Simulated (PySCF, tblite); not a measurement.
# C3H13NO2Si3: geometry, infrared bands and NMR shifts

Aim: predict the infrared bands and NMR shifts of C3H13NO2Si3 (`CN(C)C(=O)[SiH2][SiH2]O[SiH3]`).

Programs: tblite 0.8.0 and PySCF 2.14.0, with density-fitted response routines of our own. Each step states its level of theory. These are calculated values for one molecule in the gas phase, unless marked as measured. Atoms are numbered from 0 throughout.

## Step 1: The molecule as given

22 atoms, charge 0, multiplicity 1; geometry from: force field or distance geometry start.

Bonds of the start (Å): C0–N1 1.47, N1–C2 1.44, N1–C3 1.43, C3–O4 1.27, C3–Si5 1.85, Si5–Si6 2.23, Si6–O7 1.72, O7–Si8 1.71, C0–H9 1.11, C0–H10 1.12, C0–H11 1.12, C2–H12 1.13, C2–H13 1.11, C2–H14 1.10, Si5–H15 1.48, Si5–H16 1.47, Si6–H17 1.49, Si6–H18 1.46, Si8–H19 1.47, Si8–H20 1.48, Si8–H21 1.49.

## Step 2: Optimising the geometry with GFN2-xTB

Job settings and geometry (Å):

```
{"job": {"kind": "relax", "xc": "GFN2-xTB", "basis": "xTB"}, "charge": 0, "multiplicity": 1}
C     -3.617900    -0.999000     0.651200
N     -2.458600    -0.167900     0.317000
C     -2.735500     1.155200    -0.169300
C     -1.127600    -0.658700     0.488900
O     -0.920100    -1.830100     0.941400
Si     0.321200     0.413900     0.069000
Si     2.226700    -0.737900    -0.073500
O      3.172400    -0.264200    -1.424600
Si     4.643200     0.467700    -0.932600
H     -3.363700    -2.055300     0.428900
H     -4.491200    -0.704100     0.010000
H     -3.862400    -0.847900     1.737000
H     -3.575500     1.053100    -0.912700
H     -3.139100     1.821600     0.614600
H     -1.827600     1.565000    -0.626400
H      0.364600     1.497100     1.076200
H      0.023300     0.969100    -1.260200
H      3.068600    -0.419600     1.111900
H      2.026200    -2.186200    -0.039600
H      5.359000    -0.512600    -0.104000
H      5.508400     0.720000    -2.109100
H      4.395000     1.740100    -0.195800
```

On the command line:

```bash
OMP_NUM_THREADS=1 python probes_run.py task.json out
```

The driver reads the jobs from task.json and runs them one after another.

**Question.** This job is followed by: GFN2-xTB harmonic vibrations, gas phase; GIAO PBE0/pcSseg-1 NMR shielding, non-relativistic, gas phase. What will the session give for the following? strongest single infrared mode (GFN2-xTB); zero-point energy (GFN2-xTB); ¹³C shifts against TMS (PBE0/pcSseg-1, means over atoms taken as alike); ¹H shifts against TMS (PBE0/pcSseg-1, means over atoms taken as alike); ¹⁵N shifts against NH3 (PBE0/pcSseg-1); ¹⁷O shifts against H2O (PBE0/pcSseg-1); ²⁹Si shifts against TMS (PBE0/pcSseg-1).

The runs gave:

| quantity | value |
| --- | --- |
| strongest single infrared mode (GFN2-xTB) | 655 cm⁻¹, 935 km/mol |
| zero-point energy (GFN2-xTB) | 94.2 kcal/mol |
| ¹³C shifts against TMS (PBE0/pcSseg-1, means over atoms taken as alike) | 186.7, 36.0 ppm |
| ¹H shifts against TMS (PBE0/pcSseg-1, means over atoms taken as alike) | 5.65, 5.02, 4.84, 3.02 ppm |
| ¹⁵N shifts against NH3 (PBE0/pcSseg-1) | 141.7 ppm |
| ¹⁷O shifts against H2O (PBE0/pcSseg-1) | 499.3, -4.6 ppm |
| ²⁹Si shifts against TMS (PBE0/pcSseg-1) | -36.9, -46.3, -84.6 ppm |

In words: Over 111 steps the energy fell by 1.261 eV; of the close pairs, O7–Si8 changed most, 1.715 to 1.609 Å. The lowest mode is imaginary (22i cm⁻¹), so the xTB geometry is not a minimum. The strongest single mode, at 655 cm⁻¹, is carried by H16, H15, H17. Unscaled tight-binding wavenumbers are off by several per cent, some by more. Its intensities can rank the bands wrongly. At PBE0/pcSseg-1: The widest tensor belongs to O4: span 823 ppm, with a paramagnetic part of -566 ppm.
